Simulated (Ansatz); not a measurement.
# LaTe: strong compression

The task here is to estimate one member of a computed series from the others.

Method: DFT, PBEsol, PAW with Ansatz's default frozen-core files, scalar-relativistic, in Ansatz 0.2.0.

3 further runs of the same task are left out: 1 for a known fault of the program, 2 that didn't finish. Runs told in other sessions of the task aren't counted.

**The starting structure**

The structure is cubic, space group Fm-3m (No. 225). Conventional cell: a = 6.393 Å, b = 6.393 Å, c = 6.393 Å, α = 90.00°, β = 90.00°, γ = 90.00°. La (site symmetry m-3m) is surrounded by 6 Te at 3.20 Å. Around Te (site symmetry m-3m) lie 6 La at 3.20 Å.

Coordinates:

```cif
data_structure
_symmetry_space_group_name_H-M 'Fm-3m'
_symmetry_Int_Tables_number 225
_cell_length_a 6.3929
_cell_length_b 6.3929
_cell_length_c 6.3929
_cell_angle_alpha 90.000
_cell_angle_beta 90.000
_cell_angle_gamma 90.000
_cell_volume 261.27
loop_
_atom_site_label
_atom_site_type_symbol
_atom_site_symmetry_multiplicity
_atom_site_Wyckoff_symbol
_atom_site_fract_x
_atom_site_fract_y
_atom_site_fract_z
_atom_site_occupancy
La1 La 4 a 0.00000 0.00000 0.00000 1
Te1 Te 4 b 0.50000 0.00000 0.00000 1
```

The file gives the conventional cell by its symmetry; the runs use the cell typed in the input.

Whether this phase is the stable one at these pressures isn't tested.

Atoms are numbered in the order of the input: La1, Te2.

The first run:

input.yaml reads:

```yaml
crystal:
  lattice:
    - [0.0, 3.1964467008, 3.1964467008]
    - [3.1964467008, 0.0, 3.1964467008]
    - [3.1964467008, 3.1964467008, 0.0]
  atoms:
    - { symbol: La, position: [0.0, 0.0, 0.0] }
    - { symbol: Te, position: [0.5, 0.5, 0.5] }
kpoints:
  mp_grid: { grid: [11, 11, 11] }
  band_path:
    path:
      - [0.0, 0.0, 0.0]
      - [0.5, 0.0, 0.5]
      - [0.625, 0.25, 0.625]
      - [0.375, 0.375, 0.75]
      - [0.0, 0.0, 0.0]
      - [0.5, 0.5, 0.5]
      - [0.5, 0.25, 0.75]
      - [0.5, 0.0, 0.5]
    npoints: 8
scf:
  occupations: { method: fermi_dirac, width: 0.1 }
hamiltonian:
  xc: pbesol
  pseudopotentials: { kind: paw }
output:
  forces: true
  stress: true
  eigenvalues: true
  populations: true
  dos: { projected: true, de: 0.2, e_range: [-14, 8] }
  write_density: true
  write_potential: true
  elf: true
  volumetric_format: npy
```

Command:

```console
$ ansatz run input.yaml --threads 1 --pin off --max-ram 2048MiB --backend cpu --events-out ev --progress --plain --runs-dir out
```

Steps of the session up to this table: Volume scaled by 1, PAW; Volume scaled by 0.9, PAW; Volume scaled by 0.8, PAW; Volume scaled by 0.7, PAW; Volume scaled by 0.6, PAW; Volume scaled by 0.5, PAW; Volume scaled by 0.4, PAW.

One table of the session follows, with a row left open; its other results are not shown here.

```
method  volume over the first  volume (Å³/atom)  pressure (GPa)
   PAW                      1            32.659            0.00
   PAW                    0.9                 ?               ?
   PAW                    0.8            26.127           22.55
   PAW                    0.7            22.861           48.09
   PAW                    0.6            19.595           94.88
   PAW                    0.5            16.329          182.46
   PAW                    0.4            13.064          352.28
```

**Question.** Estimate the row for PAW, 0.9.

As computed: volume (Å³/atom): 29.393; pressure (GPa): 8.20. In the column «volume (Å³/atom)» it lies between PAW, 0.8 (26.127) and PAW, 1 (32.659).

To keep in mind: At pressures up to 352 GPa the PAW spheres may overlap and frozen cores may not hold, so those PAW values are rough without an all-electron check.
